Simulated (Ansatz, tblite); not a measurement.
# SnEt3F (C₆H₁₅FSn): rung by rung

Aim: run the singlet of SnEt3F (C₆H₁₅FSn) at one geometry on many levels, and compare frontier levels, spin and run time.

Method: as each input shows; program: Ansatz 0.2.0, Gaussian basis.

Plan: GFN1-xTB, GFN2-xTB, PBE-D4/def2-TZVP, r2SCAN-D4/def2-TZVP, r2SCANh-D4/def2-TZVP, r2SCAN0-D4/def2-TZVP, LC-ωPBE/def2-TZVP, PBE-D4/def2-SVP, PBE0-D4/def2-SVP, MP2/def2-TZVP, RPA/def2-TZVP.

2 further runs of the same task are left out: 1 that didn't finish, 1 set aside as unsound or not needed.

### 1 The relaxed structure

The geometry is that of the singlet, from an earlier relaxation (PBE0-D4/def2-SVP).

23 atoms, charge 0, spin multiplicity 1.

Bond lengths: Sn1–C2 2.155 Å, Sn1–C9 2.154 Å, Sn1–C16 2.155 Å, Sn1–F23 1.968 Å, C2–C3 1.523 Å, C2–H4 1.103 Å, C2–H5 1.102 Å, C3–H6 1.103 Å, C3–H7 1.102 Å, C3–H8 1.101 Å, C9–C10 1.523 Å, C9–H11 1.103 Å, C9–H12 1.102 Å, C10–H13 1.103 Å, C10–H14 1.102 Å, C10–H15 1.101 Å, C16–C17 1.523 Å, C16–H18 1.103 Å and more. Angles: C2–Sn1–C9 115.4°, C2–Sn1–C16 115.2°, C2–Sn1–F23 102.7°, C9–Sn1–C16 115.2°, C9–Sn1–F23 102.7°, C16–Sn1–F23 102.9°, Sn1–C2–C3 112.0°, Sn1–C2–H4 108.0°, Sn1–C2–H5 107.0°, C3–C2–H4 111.6°, C3–C2–H5 111.3°, H4–C2–H5 106.6°, C2–C3–H6 111.7°, C2–C3–H7 111.7°, C2–C3–H8 111.4°, H6–C3–H7 107.1°, H6–C3–H8 107.6°, H7–C3–H8 107.1° and more.

Geometry (Å):

```mol
C6H15FSn
  3D, bonds by distance, orders not assigned

 23 22  0  0  0  0  0  0  0  0999 V2000
   -0.0155   -0.0153   -0.0064 Sn  0  0
    0.0574   -0.3512    2.1206 C   0  0
   -1.3137   -0.6865    2.6935 C   0  0
    0.4861    0.5483    2.5927 H   0  0
    0.7750   -1.1695    2.2927 H   0  0
   -1.2642   -0.8929    3.7756 H   0  0
   -2.0274    0.1413    2.5538 H   0  0
   -1.7465   -1.5734    2.2057 H   0  0
    1.8829   -0.1063   -1.0212 C   0  0
    2.5928   -1.4346   -0.7936 C   0  0
    2.4936    0.7451   -0.6778 H   0  0
    1.6814    0.0624   -2.0914 H   0  0
    3.5457   -1.4878   -1.3460 H   0  0
    2.8264   -1.5952    0.2713 H   0  0
    1.9724   -2.2828   -1.1215 H   0  0
   -1.3184    1.5797   -0.6394 C   0  0
   -1.5916    1.5398   -2.1374 C   0  0
   -0.8579    2.5345   -0.3358 H   0  0
   -2.2499    1.4813   -0.0590 H   0  0
   -2.2864    2.3383   -2.4468 H   0  0
   -0.6679    1.6689   -2.7243 H   0  0
   -2.0365    0.5791   -2.4391 H   0  0
   -0.9380   -1.6231   -0.6662 F   0  0
  1  2  8  0
  1  9  8  0
  1 16  8  0
  1 23  8  0
  2  3  8  0
  2  4  8  0
  2  5  8  0
  3  6  8  0
  3  7  8  0
  3  8  8  0
  9 10  8  0
  9 11  8  0
  9 12  8  0
 10 13  8  0
 10 14  8  0
 10 15  8  0
 16 17  8  0
 16 18  8  0
 16 19  8  0
 17 20  8  0
 17 21  8  0
 17 22  8  0
M  END
```

Sn takes a core potential in the def2 sets. No spin-orbit coupling is included.

PBE0-D4/def2-TZVP was run before; its log isn't repeated, and its numbers join the tables.

### 2 GFN1-xTB

Tight binding, by tblite at 300 K electronic temperature and without a spin-polarisation term:

```python
tblite.interface.Calculator('GFN1-xTB', numbers, positions, charge=0, uhf=0).singlepoint()
```

Energy -773.2073 eV, HOMO -11.62 eV, LUMO -6.83 eV; 0.012 s.

### 3 GFN2-xTB

Tight binding, by tblite at 300 K electronic temperature and without a spin-polarisation term:

```python
tblite.interface.Calculator('GFN2-xTB', numbers, positions, charge=0, uhf=0).singlepoint()
```

Energy -742.7408 eV, HOMO -10.72 eV, LUMO -6.01 eV; 0.009 s.

### 4 PBE-D4/def2-TZVP

start.molden holds the orbitals of an earlier run on this state, given as this run's starting guess.

File in.yaml:

```yaml
crystal:
  periodic: [false, false, false]
  atoms:
    - {symbol: Sn, position_ang: [-0.015484, -0.015281, -0.006423]}
    - {symbol: C, position_ang: [0.057384, -0.351230, 2.120616]}
    - {symbol: C, position_ang: [-1.313701, -0.686521, 2.693519]}
    - {symbol: H, position_ang: [0.486110, 0.548299, 2.592669]}
    - {symbol: H, position_ang: [0.775007, -1.169524, 2.292730]}
    - {symbol: H, position_ang: [-1.264178, -0.892940, 3.775617]}
    - {symbol: H, position_ang: [-2.027398, 0.141339, 2.553847]}
    - {symbol: H, position_ang: [-1.746453, -1.573433, 2.205731]}
    - {symbol: C, position_ang: [1.882853, -0.106293, -1.021239]}
    - {symbol: C, position_ang: [2.592835, -1.434593, -0.793567]}
    - {symbol: H, position_ang: [2.493607, 0.745061, -0.677760]}
    - {symbol: H, position_ang: [1.681440, 0.062421, -2.091382]}
    - {symbol: H, position_ang: [3.545716, -1.487754, -1.346012]}
    - {symbol: H, position_ang: [2.826355, -1.595153, 0.271265]}
    - {symbol: H, position_ang: [1.972390, -2.282816, -1.121511]}
    - {symbol: C, position_ang: [-1.318356, 1.579697, -0.639412]}
    - {symbol: C, position_ang: [-1.591571, 1.539806, -2.137420]}
    - {symbol: H, position_ang: [-0.857871, 2.534513, -0.335838]}
    - {symbol: H, position_ang: [-2.249860, 1.481270, -0.059031]}
    - {symbol: H, position_ang: [-2.286397, 2.338260, -2.446811]}
    - {symbol: H, position_ang: [-0.667921, 1.668898, -2.724277]}
    - {symbol: H, position_ang: [-2.036521, 0.579066, -2.439081]}
    - {symbol: F, position_ang: [-0.937979, -1.623104, -0.666222]}
basis:
  gaussian: {orbitals: def2-TZVP, initial_orbitals: start.molden}
hamiltonian: {xc: pbe, dispersion: d4}
scf: {omitted_lower_state_checks: [starts]}
output: {orbitals: {seedname: orbitals}}
```

Run with:

```console
$ ansatz run in.yaml --threads 4 --pin off --events-out ev --progress --plain --max-ram 8704MiB
```

After this run come: r2SCAN-D4/def2-TZVP; r2SCANh-D4/def2-TZVP; r2SCAN0-D4/def2-TZVP; LC-ωPBE/def2-TZVP; PBE-D4/def2-SVP; PBE0-D4/def2-SVP; MP2/def2-TZVP; RPA/def2-TZVP.

**Question.** What will the summary of the whole plan be? Wanted: gap in def2-TZVP, named functionals, smallest and largest; correlation energy, MP2/def2-TZVP; binding an atom, functionals in def2-TZVP; PBE0 total energy, smallest basis above largest.

**Answer**, as computed:

| quantity | value |
| --- | --- |
| gap in def2-TZVP, named functionals, smallest and largest | 5.58 eV (PBE-D4), 12.29 eV (LC-ωPBE) |
| correlation energy, MP2/def2-TZVP | -43.83 eV |
| binding an atom, functionals in def2-TZVP | 3.89 (r2SCAN0-D4) to 3.98 eV (PBE-D4) |
| PBE0 total energy, smallest basis above largest | 10.66 eV (def2-SVP, def2-TZVP) |

Orbital gaps of the named functionals in def2-TZVP span 5.58 eV (PBE-D4) to 12.29 eV (LC-ωPBE); exact exchange widens it.
